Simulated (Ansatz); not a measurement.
# C2H6BNO: basis-set convergence

The task here is to estimate one member of a computed series from the others.

The runs use Ansatz 0.2.0, Gaussian basis; one geometry, several basis sets.

Plan: PBE0-D4/def2-SVP; ωB97M-V/def2-SVP; PBE0-D4/def2-QZVPP; ωB97M-V/def2-QZVPP; the functionals' def2-TZVPP values are taken from earlier runs.

### Structure used throughout

All runs share one geometry, relaxed beforehand with PBE0-D4 in a triple-zeta def2 set.

SMILES `NB1CCO1`, 11 atoms, charge 0, spin multiplicity 1.

Atoms are counted from 1 here; the program's logs count them from 0.

Bond lengths: N1–B2 1.394 Å, N1–H6 1.003 Å, N1–H7 1.005 Å, B2–C3 1.584 Å, B2–O5 1.385 Å, C3–C4 1.535 Å, C3–H8 1.090 Å, C3–H9 1.090 Å, C4–O5 1.450 Å, C4–H10 1.093 Å, C4–H11 1.093 Å. Angles: B2–N1–H6 122.9°, B2–N1–H7 122.5°, H6–N1–H7 114.6°, N1–B2–C3 138.4°, N1–B2–O5 126.3°, C3–B2–O5 95.3°, B2–C3–C4 79.9°, B2–C3–H8 117.6°, B2–C3–H9 117.7°, C4–C3–H8 114.9°, C4–C3–H9 115.0°, H8–C3–H9 109.3°, C3–C4–O5 94.9°, C3–C4–H10 115.4°, C3–C4–H11 115.5°, O5–C4–H10 110.3°, O5–C4–H11 110.3°, H10–C4–H11 109.6° and more.

Set-up of the first run:

Input file in.yaml:

```yaml
crystal:
  periodic: [false, false, false]
  atoms:
    - {symbol: N, position_ang: [-1.349871, 1.460195, 0.055871]}
    - {symbol: B, position_ang: [-0.352463, 0.497756, -0.091856]}
    - {symbol: C, position_ang: [0.133337, -0.825859, 0.630769]}
    - {symbol: C, position_ang: [1.159145, -0.749740, -0.509229]}
    - {symbol: O, position_ang: [0.618540, 0.468628, -1.079575]}
    - {symbol: H, position_ang: [-2.029694, 1.432174, 0.792682]}
    - {symbol: H, position_ang: [-1.444225, 2.240609, -0.571024]}
    - {symbol: H, position_ang: [-0.528523, -1.691228, 0.596214]}
    - {symbol: H, position_ang: [0.550789, -0.731395, 1.633165]}
    - {symbol: H, position_ang: [2.195337, -0.595503, -0.198563]}
    - {symbol: H, position_ang: [1.112930, -1.562640, -1.237955]}
basis:
  gaussian: {orbitals: def2-SVP}
hamiltonian: {xc: pbe0, dispersion: d4}
output: {orbitals: {seedname: orbitals}}
```

Steps of the session up to this table: PBE0-D4 in def2-SVP; ωB97M-V in def2-SVP; PBE0-D4 in def2-QZVPP; ωB97M-V in def2-QZVPP.

One of the session's tables, all rows but one given; the rest of the session is left out.

It belongs to the step «Functionals by basis». 

| functional | basis | HOMO (eV) | LUMO (eV) |
| --- | --- | --- | --- |
| PBE0-D4 | def2-SVP | -7.30 | 1.96 |
| PBE0-D4 | def2-TZVPP | -7.52 | 1.00 |
| PBE0-D4 | def2-QZVPP | -7.56 | 0.65 |
| ωB97M-V | def2-SVP | -9.67 | 3.53 |
| ωB97M-V | def2-TZVPP | ? | ? |
| ωB97M-V | def2-QZVPP | -9.92 | 1.68 |

Q: Estimate the row for ωB97M-V, def2-TZVPP from the others.

The run gave: HOMO (eV): -9.88; LUMO (eV): 2.22. In the column «HOMO (eV)» it lies between ωB97M-V, def2-QZVPP (-9.92) and ωB97M-V, def2-SVP (-9.67).
